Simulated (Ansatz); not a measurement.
# C₂H₇GeNO: up Jacob's ladder to CCSD(T)

Aim: compute C₂H₇GeNO with functionals from several rungs and with coupled cluster. The yardstick is the atomisation energy at the CCSD(T) limit.

Computed with Ansatz 0.2.0, Gaussian basis. Level: functionals in def2-TZVPP, the program's frozen cores in correlated methods.

The runs, in order: LDA (SPW92), PBE-D4, revPBE-D4, BLYP-D4, r2SCAN-D4, B97M-V, PBE0-D4, B3LYP-D4, r2SCANh-D4, r2SCAN0-D4, HSE06-D4, BHLYP-D4, CAM-B3LYP-D4, LC-ωPBE, ωB97X-V, ωB97M-V, B2PLYP, PBE-QIDH; CCSD(T)/def2-SVP; CCSD(T)/def2-TZVPP; MP2/def2-QZVPP; extrapolation to the limit; RPA on PBE.

**1. The geometry**

An earlier PBE0-D4 in a triple-zeta def2 set relaxation fixed the geometry.

12 atoms, charge 0, spin multiplicity 1.

Atoms are counted from 1 here; the program's logs count them from 0.

Bond lengths: C1–Ge2 2.005 Å, C1–H6 1.095 Å, C1–H7 1.092 Å, C1–H8 1.092 Å, Ge2–O3 2.165 Å, Ge2–H9 1.598 Å, O3–C4 1.227 Å, C4–N5 1.329 Å, C4–H10 1.099 Å, N5–H11 1.007 Å, N5–H12 1.004 Å. Angles: Ge2–C1–H6 107.7°, Ge2–C1–H7 111.6°, Ge2–C1–H8 112.3°, H6–C1–H7 107.8°, H6–C1–H8 107.8°, H7–C1–H8 109.5°, C1–Ge2–O3 91.3°, C1–Ge2–H9 94.9°, O3–Ge2–H9 88.1°, Ge2–O3–C4 116.5°, O3–C4–N5 123.0°, O3–C4–H10 121.1°, N5–C4–H10 115.9°, C4–N5–H11 119.7°, C4–N5–H12 120.9°, H11–N5–H12 119.4°.

Geometry (Å):

```xyz
12

C    -2.3044    0.6537   -0.1537
Ge   -1.2508   -0.9979   -0.5802
O     0.6155    0.0409   -0.2284
C     1.4724   -0.5717    0.4005
N     2.6724   -0.0681    0.6685
H    -3.2998    0.5383   -0.5964
H    -2.4306    0.7824    0.9233
H    -1.8535    1.5529   -0.5776
H    -1.0864   -0.6582   -2.1327
H     1.2825   -1.5858    0.7781
H     2.9102    0.8556    0.3446
H     3.3494   -0.5972    1.1879
```

**2. LDA**

This LDA is Slater exchange with PW92 correlation.

in.yaml

```yaml
crystal:
  periodic: [false, false, false]
  atoms:
    - {symbol: C, position_ang: [-2.304425, 0.653717, -0.153697]}
    - {symbol: Ge, position_ang: [-1.250839, -0.997888, -0.580207]}
    - {symbol: O, position_ang: [0.615533, 0.040881, -0.228355]}
    - {symbol: C, position_ang: [1.472363, -0.571688, 0.400517]}
    - {symbol: N, position_ang: [2.672448, -0.068131, 0.668512]}
    - {symbol: H, position_ang: [-3.299823, 0.538290, -0.596370]}
    - {symbol: H, position_ang: [-2.430561, 0.782406, 0.923301]}
    - {symbol: H, position_ang: [-1.853535, 1.552880, -0.577609]}
    - {symbol: H, position_ang: [-1.086380, -0.658194, -2.132668]}
    - {symbol: H, position_ang: [1.282507, -1.585838, 0.778056]}
    - {symbol: H, position_ang: [2.910213, 0.855554, 0.344602]}
    - {symbol: H, position_ang: [3.349398, -0.597187, 1.187920]}
basis:
  gaussian: {orbitals: def2-TZVPP}
hamiltonian: {xc: lda}
output: {orbitals: {seedname: orbitals}}
```

Further steps of the session: PBE-D4 (GGA); revPBE-D4 (GGA); BLYP-D4 (GGA); r2SCAN-D4 (meta-GGA); B97M-V (meta-GGA); PBE0-D4 (hybrid); B3LYP-D4 (hybrid); r2SCANh-D4 (hybrid); r2SCAN0-D4 (hybrid); HSE06-D4 (hybrid); BHLYP-D4 (hybrid); CAM-B3LYP-D4 (range-separated); LC-ωPBE (range-separated); ωB97X-V (range-separated); ωB97M-V (range-separated); B2PLYP (double hybrid); PBE-QIDH (double hybrid); CCSD(T) in def2-SVP; CCSD(T) in def2-TZVPP; MP2 in def2-QZVPP; RPA on PBE orbitals.

**Question.** What will the summary of the whole plan be? Wanted: atomisation energy, CCSD(T)/CBS; farthest beyond LDA; mean size of error, GGA; mean size of error, meta-GGA; mean size of error, hybrid; mean size of error, range-separated; mean size of error, double hybrid; gap, smallest and largest; T1 diagnostic.

The runs gave:

| quantity | value |
| --- | --- |
| atomisation energy, CCSD(T)/CBS | 1030.6 kcal/mol |
| functionals within 10.3 kcal/mol (1.0 %) | revPBE-D4, BLYP-D4, r2SCAN-D4, B97M-V, PBE0-D4, B3LYP-D4, r2SCANh-D4, HSE06-D4, CAM-B3LYP-D4, LC-ωPBE, ωB97X-V, ωB97M-V, B2PLYP |
| farthest beyond LDA | BHLYP-D4 (-34.3 kcal/mol) |
| mean size of error, GGA | 12.0 kcal/mol |
| mean size of error, meta-GGA | 2.8 kcal/mol |
| mean size of error, hybrid | 11.2 kcal/mol |
| mean size of error, range-separated | 5.0 kcal/mol |
| mean size of error, double hybrid | 10.4 kcal/mol |
| gap, smallest and largest | 2.07 eV (LDA (SPW92)), 9.29 eV (LC-ωPBE) |
| T1 diagnostic | 0.0141 |
| triples share of the correlation energy | 3.9 % |

LDA overbinds by 164.6 kcal/mol (16 %). PBE-D4 is off by +27.6 kcal/mol. Double hybrids carry the basis error of their MP2 part in triple zeta, and no dispersion term here, so their miss is partly the set-up's. The rungs meta-GGA, range-separated miss on average by less than the doubt on the reference (10.3 kcal/mol), so they tie. Misses under about 10.3 kcal/mol are within the doubt on the reference itself, which lacks core-valence correlation, relativity and higher excitations, and its outer-core shells are covered unevenly. Hartree-Fock recovers 69 % of the binding; the rest is correlation. CCSD(T) in def2-SVP is off by -58.9 kcal/mol, so the small basis spoils what the method gains. The gap grows from 2.1 to 9.3 eV across the functionals, mostly with the share of exact exchange. Correlated methods include outer-core shells of Ge, which these sets cover unevenly.
